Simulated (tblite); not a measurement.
# C3H12SSi4: the cost of one run

The runs use tblite 0.8.0 and PySCF 2.14.0, with density-fitted response routines of our own; the level of theory stands in each step. All values are computed, except where a source is named. Atoms are numbered from 0 throughout.

## Step 1: The molecule as given

20 atoms, charge 0, multiplicity 1; geometry from: force field or distance geometry start.

Bonds of the start (Å): C0–C1 1.32, C1–Si2 1.85, Si2–Si3 2.20, Si3–Si4 2.20, Si3–Si5 2.23, Si5–C6 1.87, C6–S7 1.80, S7–Si3 2.14, C0–H8 1.09, C0–H9 1.09, C1–H10 1.10, Si2–H11 1.48, Si2–H12 1.49, Si4–H13 1.47, Si4–H14 1.46, Si4–H15 1.45, Si5–H16 1.47, Si5–H17 1.47, C6–H18 1.08, C6–H19 1.11.

## Step 2: Optimising the geometry with GFN2-xTB

What the job is given:

```
{"job": {"kind": "relax", "xc": "GFN2-xTB", "basis": "xTB"}, "charge": 0, "multiplicity": 1}
C     -3.317100    -0.330900     0.333400
C     -2.294400    -0.291400     1.164800
Si    -1.126500     1.141300     1.127500
Si     0.568500     0.581800    -0.160100
Si     0.153100     0.299600    -2.305600
Si     1.744900    -1.054300     0.800400
C      3.211400    -0.197400     0.009700
S      2.473800     1.406700     0.358800
H     -4.024900    -1.155700     0.327700
H     -3.495000     0.485600    -0.370700
H     -2.088700    -1.082900     1.893700
H     -1.817000     2.374700     0.674400
H     -0.610800     1.352600     2.508700
H      0.909500     1.189200    -3.195500
H     -1.278200     0.515500    -2.528700
H      0.492200    -1.062000    -2.661900
H      1.715700    -0.980400     2.268200
H      1.393400    -2.362500     0.224800
H      3.249900    -0.377200    -1.056500
H      4.135200    -0.441400     0.583700
```

Run with:

```bash
> OMP_NUM_THREADS=1 python probes_run.py task.json out
```

One launch serves the whole session: the jobs run in the order shown.

**Question.** How long does this first job take on 1 thread of Intel Xeon at 2.50GHz, shared host, and how much memory does it need?

About 11 s, with a peak of 0.18 GiB.
